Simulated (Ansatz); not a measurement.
**BH₂OTe radical (SMILES B[Te][O]): a rigid scan of the bond length Te2–O3**

One table from this session's results is given with a row withheld; the runs are named, their logs left out.

Method: single points in def2-TZVPP; program: Ansatz 0.2.0, Gaussian basis.

Levels: PBE-D4, r2SCAN-D4, PBE0-D4, B3LYP-D4, wB97M-V, Hartree-Fock, MP2, CCSD, CCSD(T). The scan takes 1.668, 1.705, 1.759, 1.823, 1.893, 1.969, 2.050 Å.

Correlated methods freeze the cores. Filled d shells of the heavier atoms are correlated. Core potentials replace the inner electrons past krypton, and spin-orbit coupling is left out. Orbitals are unrestricted. B3LYP uses VWN-RPA correlation.

29 further runs of the same task are left out: 29 set aside as unsound or not needed.

### The system as given

The minimum, relaxed at PBE0-D4: SMILES `B[Te][O]`, 5 atoms, charge 0, spin multiplicity 2.

Atoms are counted from 1 here; the program's logs count them from 0.

Bond lengths: B1–Te2 2.138 Å, B1–H4 1.192 Å, B1–H5 1.189 Å, Te2–O3 1.853 Å. Angles: Te2–B1–H4 117.9°, Te2–B1–H5 117.9°, H4–B1–H5 124.2°, B1–Te2–O3 101.2°.

As a file:

```xyz
5
BH2OTe
B    -0.2842    0.7383   -0.0366
Te   -0.5167   -1.3829    0.0910
O     1.2510   -1.9386    0.0854
H    -1.2706    1.4074   -0.0543
H     0.8205    1.1758   -0.0855
```

Energies of the minimum (eV), from earlier single points: PBE-D4 -10045.07274, r2SCAN-D4 -10049.77016, PBE0-D4 -10045.41212, B3LYP-D4 -10051.11606, wB97M-V -10046.34779, CCSD(T) -10027.01717.

At the minimum the bond length Te2–O3 is 1.853 Å.

Set-up of the first run:

ccsdt-tzvpp/in.yaml reads:

```yaml
crystal:
  periodic: [false, false, false]
  atoms:
    - {symbol: B, position_ang: [-0.284205, 0.738341, -0.036633]}
    - {symbol: Te, position_ang: [-0.516676, -1.382926, 0.090980]}
    - {symbol: O, position_ang: [1.074546, -1.883138, 0.085971]}
    - {symbol: H, position_ang: [-1.270643, 1.407418, -0.054315]}
    - {symbol: H, position_ang: [0.820526, 1.175774, -0.085457]}
basis:
  gaussian: {orbitals: def2-TZVPP}
magnetization: {spin_polarized: true, initial_magnetization: 1}
correlation: {method: ccsd_t}
scf: {omitted_lower_state_checks: [cluster_reference]}
```

No record of the launch command was kept for these runs.

Among the steps run: Te2–O3 = 1.668 Å; Te2–O3 = 1.705 Å; Te2–O3 = 1.759 Å; Te2–O3 = 1.823 Å; Te2–O3 = 1.893 Å; Te2–O3 = 1.969 Å; Te2–O3 = 2.050 Å.

One of the session's tables, all rows but one given; the rest of the session is left out.

Energies less that of the minimum at the same level (kJ/mol):

| bond length (Å) | PBE-D4 | PBE0-D4 | B3LYP-D4 | wB97M-V | Hartree-Fock |
| --- | --- | --- | --- | --- | --- |
| 1.668 | 77.3 | 65.0 | 74.3 | 63.1 | 88.6 |
| 1.705 | 47.7 | 38.3 | 45.5 | 36.7 | 58.9 |
| 1.759 | 19.3 | 13.7 | 18.1 | 12.5 | 27.6 |
| 1.823 | 2.8 | 1.2 | 2.5 | 0.8 | 5.6 |
| 1.853 (minimum) | 0.0 | 0.0 | 0.0 | 0.0 | 0.0 |
| 1.893 | ? | ? | ? | ? | ? |
| 1.969 | 9.3 | 13.5 | 9.6 | 14.6 | -1.3 |
| 2.050 | 27.9 | 33.4 | 27.6 | 34.6 | 11.2 |

Q: Estimate the row for bond length (Å) = 1.893 from the others.

**Answer.** PBE-D4: 0.1; PBE0-D4: 1.9; B3LYP-D4: 0.3; wB97M-V: 2.4; Hartree-Fock: -3.7.
